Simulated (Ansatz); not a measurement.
# TiTe2: a single-point run

The task is a single-point run on TiTe2. The structure is shown as the input types it. The cell is built on a prototype (3R-MoS2 type) and needn't be the phase found in nature.

Method: density functional or hybrid calculation with the settings of its input, plane waves (as first typed), in Ansatz 0.2.0.

## 1. The system as given

The structure is trigonal, space group R3m (No. 160). The conventional cell has a = 3.760 Å, b = 3.760 Å, c = 20.445 Å, α = 90.00°, β = 90.00°, γ = 120.00°. Around Ti (site symmetry 3m) lie 6 Te at 2.78 to 2.80 Å. Te (site symmetry 3m) has 3 Ti at 2.80 Å as nearest neighbours. Around Te (site symmetry 3m) lie 3 Ti at 2.78 Å.

Coordinates:

```
CELL_PARAMETERS angstrom
1.88006 1.08545 6.81515
-1.88006 1.08545 6.81515
0.00000 -2.17091 6.81515
ATOMIC_POSITIONS crystal
Ti 0.99969 0.99969 0.99969
Te 0.41913 0.41913 0.41913
Te 0.24784 0.24784 0.24784
```

## 2. Input and run

The input, input.yaml:

```yaml
crystal:
  lattice:
    - [1.8800618773, 1.085454231, 6.8151508306]
    - [-1.8800618773, 1.085454231, 6.8151508306]
    - [0.0, -2.170908462, 6.8151508306]
  atoms:
    - { symbol: Ti, position: [-0.0003050363, -0.0003050363, -0.0003050363] }
    - { symbol: Te, position: [0.4191340031, 0.4191340031, 0.4191340031] }
    - { symbol: Te, position: [0.2478376999, 0.2478376999, 0.2478376999] }
kpoints:
  mp_grid: { grid: [6, 6, 6] }
hamiltonian:
  xc: pw91
scf:
  occupations: { method: fermi_dirac, width: 0.02 }
  n_extra_bands: 4
output:
  forces: true
  stress: true
  eigenvalues: true
```

On the command line:

```console
$ ansatz run input.yaml --threads 4 --pin off --max-ram 3686MiB --backend cpu --events-out ev --progress --plain --runs-dir out
```

**Question.** How will this run end, and is anything wrong with its input?

Nothing was computed: the input was turned down at the start. It says: «line 13 column 7: hamiltonian.xc: unknown variant `pw91`, expected one of `lda`, `lda-pw`, `pw92`, `pbe`, `pbesol`, `rpbe`, `revpbe`, `blyp`, ...»

Look at the input: hamiltonian.xc is pw91. The functional or method isn't one that the program knows by that name.

Fix: set hamiltonian.xc to pbe. Any name on the list would pass the check; a listed functional of a like name need not be the same functional.
